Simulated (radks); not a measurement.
# Sm²⁹⁺ in [Ar] 3d10 4s2 4p2.75 4f0.25: an all-electron calculation

The task here is to estimate one member of a computed series from the others.

Method: Dirac Kohn-Sham, BP86, spin-unpolarised, spherical densities, finite nucleus; open shells are shared between the two j in proportion to 2j + 1. Code: radks (a radial shooting solver on a logarithmic mesh, Libxc functionals) version 1.

### The system

* element: samarium (Z = 62)
* charge: +29
* electrons: 33
* configuration: [Ar] 3d10 4s2 4p2.75 4f0.25
* nuclear rms radius: 5.0819 fm

The first run:

The run's settings:

```text
Z 62
configuration [Ar] 3d10 4s2 4p2.75 4f0.25
relativity Dirac
functional b88,p86
spin unpolarised
j_filling average
nucleus finite rms 5.0819 fm
c 137.035999084
```

Steps of the session up to this table: Self-consistent calculation.

One table of the session follows, with a row left open; its other results are not shown here.

It belongs to the step «Shells». Sizes of the orbitals, from the radial functions (bohr):

```
level      <r>  outermost maximum (interpolated)  90 % within  nodes
1s1/2  0.02274                            0.0145       0.0411      0
2s1/2  0.09636                            0.0823        0.150      1
2p1/2  0.08060                            0.0623        0.133      0
2p3/2  0.08720                            0.0679        0.141      0
3s1/2   0.2514                             0.232        0.369      2
3p1/2   0.2407                             0.219        0.361      1
3p3/2   0.2528                             0.231        0.377      1
3d3/2   0.2237                             0.183        0.348      0
3d5/2   0.2275                             0.187        0.353      0
4s1/2        ?                                 ?            ?      ?
4p1/2   0.5197                             0.507        0.742      2
4p3/2   0.5376                             0.526        0.766      2
4f5/2   0.5096                             0.445        0.754      0
4f7/2   0.5116                             0.447        0.756      0
```

Q: Estimate the row for 4s1/2 from the others.

The run gave: <r>: 0.5191; outermost maximum (interpolated): 0.508; 90 % within: 0.734; nodes: 3. In the column «<r>» it lies between 4f7/2 (0.5116) and 4p1/2 (0.5197).
